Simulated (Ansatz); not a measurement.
Predict the output of the script below (the Ansatz DFT code, driven from Python).

Script `moos.py`:
```python
# -*- coding: utf-8 -*-
'''Formation energy of MoOs from the elements, after relaxing cells and atoms.'''

from collections import Counter
import warnings

import ansatz as az
import numpy as np

PHASES = {
    'MoOs': (
        [(2.78175569, 0.0, 0.0), (-1.39087784, 2.40907109, 0.0), (0.0, 0.0, 4.507055)],
        [
            ('Mo', (2 / 3, 1 / 3, 0.5)),
            ('Os', (1 / 3, 2 / 3, 0.0)),
        ],
    ),
    'Mo': (
        [(-1.573415, 1.573415, 1.573415), (1.573415, -1.573415, 1.573415), (1.573415, 1.573415, -1.573415)],
        [
            ('Mo', (0.0, 0.0, 0.0)),
        ],
    ),
    'Os': (
        [(2.7341, 0.0, 0.0), (-1.36705, 2.36780006, 0.0), (0.0, 0.0, 4.3197)],
        [
            ('Os', (1 / 3, 2 / 3, 0.25)),
            ('Os', (2 / 3, 1 / 3, 0.75)),
        ],
    ),
}


def build(vectors, sites):
    crystal = az.Crystal(lattice=az.Lattice.of(vectors))
    for symbol, position in sites:
        crystal = crystal.atom(symbol, position)
    return crystal


def solve(name, crystal):
    calc = (
        crystal.calculation()
        .functional(az.Functional.PBESOL)
        .scf(tolerance=1e-07)
        .basis(500)  # plane waves up to this kinetic energy
        .kpoints(spacing=0.3)  # the mesh must be finer for metals
        .occupations('gaussian', width=0.1)  # fractional filling near the Fermi level
        .stress()
    )
    calc = calc.relax(force_tolerance=0.01, max_steps=60, cell=True)
    return calc.run(threads=1)


def counts(outcome):
    return Counter(site.symbol for site in outcome.lattice.sites)

def formation_energy(outcome, mu):
    n = counts(outcome)
    return (outcome.report['energy_sigma0_ev'] - sum(k * mu[element] for element, k in n.items())) / sum(n.values())


def volume_per_atom(outcome):
    return abs(np.linalg.det(outcome.lattice.cell_ang)) / len(outcome.lattice.sites)

warnings.simplefilter('ignore', az.DeckWarning)

phases = {name: build(*cell) for name, cell in PHASES.items()}

done = {}
for name, crystal in phases.items():
    done[name] = solve(name, crystal)
    print(f'{name}: {done[name].report["energy_sigma0_ev"]:.4f} eV, {len(done[name].lattice.sites)} atoms')

# energy of one atom in its reference phase
references = {'Mo': 'Mo', 'Os': 'Os'}
mu = {element: done[name].report['energy_sigma0_ev'] / len(done[name].lattice.sites) for element, name in references.items()}

target = done['MoOs']
heat = formation_energy(target, mu)
rows = [(name, len(o.lattice.sites), volume_per_atom(o), formation_energy(o, mu)) for name, o in done.items()]
print('     phase       atoms  V (A^3/atom)  E_form (eV/atom)')
for row in rows:
    print(f'{str(row[0]):>10}  {row[1]:10d}  {row[2]:12.3f}  {row[3]:16.4f}')
```

`python moos.py` gives:
```text
MoOs: -16148.3841 eV, 2 atoms
Mo: -4897.4553 eV, 1 atoms
Os: -22502.1481 eV, 2 atoms
     phase       atoms  V (A^3/atom)  E_form (eV/atom)
      MoOs           2        14.566            0.0726
        Mo           1        15.292            0.0000
        Os           2        13.880            0.0000
```

What to keep in mind:
- Absolute energies stand on the zero of these potentials, so only differences at equal settings mean something.
- The program warned that this SCF threshold is loose for forces or stresses.
- Spin-orbit coupling, which matters for elements this heavy, is left out.
- The cells come from databases of deposited and of computed structures, and not all need be stable phases.
- The compound is the structure given, not necessarily its lowest; energies are at zero temperature, with no correction for gases. A semilocal functional's error on such energies is often 0.05 to 0.1 eV an atom, and 0.1 to 0.3 eV against gases such as O2 or F2.
- The script silences the warnings on its input, which a real study should read.
- It ran for 20 s on 1 thread of Arm Neoverse V2, on a shared host, peak memory 0.4 GiB.

(A comment or docstring line of the script was reworded after the run, the code is as it ran; lines on the test bed's own set-up are left out of the output.)
